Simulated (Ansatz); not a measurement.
# C₂H₇NSi: one species, many methods

An exercise on one series of results from a longer session: the logs are not shown, and one member is left open.

The runs use Ansatz 0.2.0, Gaussian basis; functionals in def2-TZVPP, the program's frozen cores in correlated methods.

Plan: LDA (SPW92), PBE-D4, revPBE-D4, BLYP-D4, r2SCAN-D4, B97M-V, PBE0-D4, B3LYP-D4, r2SCANh-D4, r2SCAN0-D4, HSE06-D4, BHLYP-D4, CAM-B3LYP-D4, LC-ωPBE, ωB97X-V, ωB97M-V, B2PLYP, PBE-QIDH; CCSD(T)/def2-SVP; CCSD(T)/def2-TZVPP; MP2/def2-QZVPP; extrapolation to the limit; RPA on PBE.

**Structure used throughout**

The geometry comes from an earlier relaxation with PBE0-D4 in a triple-zeta def2 set; it is a stationary point, not always the lowest conformer.

11 atoms, charge 0, spin multiplicity 1.

Atoms are counted from 1 here; the program's logs count them from 0.

Bond lengths: C1–Si2 1.869 Å, C1–H5 1.092 Å, C1–H6 1.092 Å, C1–H7 1.093 Å, Si2–C3 1.892 Å, Si2–H8 1.490 Å, Si2–H9 1.490 Å, C3–N4 1.270 Å, C3–H10 1.099 Å, N4–H11 1.024 Å. Angles: Si2–C1–H5 110.7°, Si2–C1–H6 110.9°, Si2–C1–H7 110.8°, H5–C1–H6 108.3°, H5–C1–H7 107.9°, H6–C1–H7 108.2°, C1–Si2–C3 111.1°, C1–Si2–H8 109.9°, C1–Si2–H9 111.5°, C3–Si2–H8 109.0°, C3–Si2–H9 106.1°, H8–Si2–H9 109.1°, Si2–C3–N4 126.2°, Si2–C3–H10 118.5°, N4–C3–H10 115.3°, C3–N4–H11 110.9°.

The first run:

in.yaml

```yaml
crystal:
  periodic: [false, false, false]
  atoms:
    - {symbol: C, position_ang: [-0.947728, 1.377579, 0.013168]}
    - {symbol: Si, position_ang: [-0.123325, -0.153719, -0.672287]}
    - {symbol: C, position_ang: [1.245494, -0.765095, 0.482055]}
    - {symbol: N, position_ang: [1.296926, -1.901064, 1.048695]}
    - {symbol: H, position_ang: [-1.734354, 1.726939, -0.659527]}
    - {symbol: H, position_ang: [-1.396014, 1.174937, 0.988146]}
    - {symbol: H, position_ang: [-0.223400, 2.186858, 0.132350]}
    - {symbol: H, position_ang: [0.465177, 0.141474, -2.008650]}
    - {symbol: H, position_ang: [-1.088530, -1.281625, -0.802327]}
    - {symbol: H, position_ang: [2.082525, -0.089523, 0.707168]}
    - {symbol: H, position_ang: [0.488430, -2.473862, 0.791811]}
basis:
  gaussian: {orbitals: def2-TZVPP}
hamiltonian: {xc: lda}
output: {orbitals: {seedname: orbitals}}
```

The run is started by

```console
ansatz run in.yaml --threads 2 --pin off --events-out ev --progress --plain --max-ram 4352MiB
```

Steps of the session up to this table: LDA; PBE-D4 (GGA); revPBE-D4 (GGA); BLYP-D4 (GGA); r2SCAN-D4 (meta-GGA); B97M-V (meta-GGA); B3LYP-D4 (hybrid); r2SCANh-D4 (hybrid); r2SCAN0-D4 (hybrid); HSE06-D4 (hybrid); BHLYP-D4 (hybrid); CAM-B3LYP-D4 (range-separated); LC-ωPBE (range-separated); ωB97X-V (range-separated); ωB97M-V (range-separated); B2PLYP (double hybrid); PBE-QIDH (double hybrid).

One table of the session follows, with a row left open; its other results are not shown here.

It belongs to the step «Orbital energies across the functionals». 

| functional | HOMO (eV) | gap (eV) |
| --- | --- | --- |
| LDA (SPW92) | -5.78 | 3.56 |
| PBE-D4 | -5.71 | 3.72 |
| revPBE-D4 | -5.67 | 3.77 |
| BLYP-D4 | -5.62 | 3.78 |
| r2SCAN-D4 | -5.98 | 4.19 |
| B97M-V | -6.17 | 4.42 |
| PBE0-D4 | -7.13 | 6.24 |
| B3LYP-D4 | -6.92 | 5.79 |
| r2SCANh-D4 | ? | ? |
| r2SCAN0-D4 | -7.32 | 6.53 |
| HSE06-D4 | -6.73 | 5.45 |
| BHLYP-D4 | -8.52 | 8.78 |
| CAM-B3LYP-D4 | -8.55 | 8.85 |
| LC-ωPBE | -9.88 | 11.38 |
| ωB97X-V | -9.56 | 10.96 |
| ωB97M-V | -9.46 | 10.71 |

**Question.** Estimate the row for r2SCANh-D4.

Worked estimate for «HOMO (eV)». Against the share of exact exchange, r2SCAN-D4 (0, -5.98), r2SCAN0-D4 (0.25, -7.32) give a slope of -5.36 per unit share; at 0.1 the line stands at -6.52.

The run gave: HOMO (eV): -6.51; gap (eV): 5.12. In «HOMO (eV)» the line misses by -0.01.
